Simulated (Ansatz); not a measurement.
# H6C2O: the cost of one run

Program: Ansatz 0.2.0. Level of theory: DFT r2SCAN, plane waves, PAW, scalar-relativistic, no spin polarisation. These are calculated values, not measurements.

**1. Starting point**

The cell holds 36 atoms (C8H24O4): a = 7.294 Å, b = 7.294 Å, c = 7.294 Å, α = 90.00°, β = 90.00°, γ = 90.00°.

The coordinates stand in the first input below.

**2. Preparing the start**

The input, input.yaml:

```yaml
crystal:
  lattice:
    - [7.293633, 0.0, 0.0]
    - [0.0, 7.293633, 0.0]
    - [0.0, 0.0, 7.293633]
  atoms:
    - { symbol: C, position: [0.3471635, 0.0855864, 0.3629539] }
    - { symbol: C, position: [0.3917086, 0.2637978, 0.4590148] }
    - { symbol: O, position: [0.2299816, 0.3737602, 0.4542143] }
    - { symbol: H, position: [0.2573723, 0.4886701, 0.515703] }
    - { symbol: H, position: [0.4344066, 0.2369372, 0.6010408] }
    - { symbol: H, position: [0.5060588, 0.3330823, 0.389447] }
    - { symbol: H, position: [0.466373, -0.0052926, 0.3620279] }
    - { symbol: H, position: [0.2343427, 0.0164583, 0.4329449] }
    - { symbol: H, position: [0.3059099, 0.1124893, 0.221602] }
    - { symbol: C, position: [0.746852, 0.8942065, 0.9532156] }
    - { symbol: C, position: [0.6275688, 1.0418567, 0.8698956] }
    - { symbol: O, position: [0.4636441, 0.95511, 0.8076536] }
    - { symbol: H, position: [0.3860953, 1.0490623, 0.753853] }
    - { symbol: H, position: [0.5968132, 1.1478153, 0.972574] }
    - { symbol: H, position: [0.6998356, 1.108698, 0.7557652] }
    - { symbol: H, position: [0.8754302, 0.9523159, 1.0038287] }
    - { symbol: H, position: [0.6752777, 0.8287986, 1.0672547] }
    - { symbol: H, position: [0.778178, 0.7897277, 0.850703] }
    - { symbol: C, position: [0.8166552, 0.1461863, 0.3740252] }
    - { symbol: C, position: [0.832531, 0.2831403, 0.2192258] }
    - { symbol: O, position: [0.9645722, 0.2126052, 0.0932881] }
    - { symbol: H, position: [0.9756692, 0.2998212, -0.0067398] }
    - { symbol: H, position: [0.6987408, 0.3015817, 0.1523221] }
    - { symbol: H, position: [0.8754867, 0.417297, 0.2728241] }
    - { symbol: H, position: [0.7168652, 0.1926396, 0.4757837] }
    - { symbol: H, position: [0.7728685, 0.0133726, 0.3206472] }
    - { symbol: H, position: [0.9494047, 0.1289506, 0.4410063] }
    - { symbol: C, position: [0.2963641, 0.51344, -0.0778867] }
    - { symbol: C, position: [0.3255774, 0.6075296, 0.1045003] }
    - { symbol: O, position: [0.2135678, 0.7679162, 0.1051184] }
    - { symbol: H, position: [0.2314892, 0.8293049, 0.2219329] }
    - { symbol: H, position: [0.2877781, 0.5149754, 0.2172874] }
    - { symbol: H, position: [0.4709736, 0.6432822, 0.1217539] }
    - { symbol: H, position: [0.3790038, 0.3887029, -0.0869452] }
    - { symbol: H, position: [0.1520976, 0.4770253, -0.0942304] }
    - { symbol: H, position: [0.3350758, 0.6051799, -0.1896506] }
basis:
  ecutwfc: 500.0
kpoints:
  mp_grid: { grid: [1, 1, 1] }
hamiltonian:
  xc: r2scan
scf:
  occupations: { method: fermi_dirac, width: 0.02 }
  lower_state_search: "off"
relax:
  f_tol: 0.3
  max_steps: 15
  adjacent_minimum: "off"
output:
  write_density: true
  write_potential: true
  elf: true
  volumetric_format: npy
```

The run is started by

```sh
> ansatz run input.yaml --threads 1 --pin off --max-ram 3072MiB --backend cpu --events-out ev --progress --plain --runs-dir out
```

Q: Estimate wall time and peak memory on 1 thread of Arm Neoverse V2, shared host.

About 6.4 min, with a peak of 1 GiB.
